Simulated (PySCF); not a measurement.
**Cl₂HMgS−, a complex of two parts: interaction energy**

The task here is to estimate one member of a computed series from the others.

Programs: PySCF 2.14.0. All values are calculated, for the isolated system unless a continuum is named. Atoms count from 0, parts from 1.

### Starting point

5 atoms, charge -1, multiplicity 1; geometry: GFN2-xTB. Parts: 1 = atoms 0–2, `[Cl][Mg][Cl]`, charge 0; 2 = atoms 3–4, `[SH-]`, charge -1.

The first run:

The job: settings as JSON, then the geometry in Å.

```
{"job": {"xc": "PBE0", "basis": "def2-SVPD", "d3": "d3bj", "grid": 2, "kind": "geom", "shake": 0.01}, "charge": -1, "multiplicity": 1, "parts": [{"atoms": "0-2", "charge": 0, "multiplicity": 1}, {"atoms": "3-4", "charge": -1, "multiplicity": 1}]}
Cl    -1.875283    -1.274509     0.314512
Mg    -0.082130     0.030671     0.632693
Cl     1.110975     0.686026    -1.172653
S      0.804518     0.841070     2.740201
H      1.748613     1.440935     2.087758
```

Started as:

```console
> OMP_NUM_THREADS=1 python cluster_run.py task.json out
```

This one command runs all jobs of the session in turn.

Steps of the session up to this table: Relaxing the molecule at PBE0-D3(BJ)/def2-SVPD; Coupled-cluster interaction energy: CCSD(T) and MP2.

One table of the session follows, with a row left open; its other results are not shown here.

It belongs to the step «Coupled-cluster interaction energy: CCSD(T) and MP2». 

```
                 method  interaction energy (kcal/mol)
         HF/aug-cc-pVDZ                         -84.31
        MP2/aug-cc-pVDZ                              ?
       CCSD/aug-cc-pVDZ                         -82.63
    CCSD(T)/aug-cc-pVDZ                         -82.13
         HF/aug-cc-pVTZ                         -84.79
        MP2/aug-cc-pVTZ                         -84.88
    SCS-MP2/aug-cc-pVTZ                         -84.08
      MP2, extrapolated                         -85.56
CCSD(T), limit estimate                         -84.90
```

Estimate the missing values for MP2/aug-cc-pVDZ.

As computed: interaction energy (kcal/mol): -82.79. In the column «interaction energy (kcal/mol)» it lies between SCS-MP2/aug-cc-pVTZ (-84.08) and CCSD/aug-cc-pVDZ (-82.63).

In this run the core of Mg (2s2p) is correlated, in a basis without core functions; only the other cores are frozen.

Limits of these values: The interaction energy leaves out the deformation of the parts, 16.30 kcal/mol at MP2. So large a deformation means that a part is far from its own minimum, so a sum across the two methods would be rough.
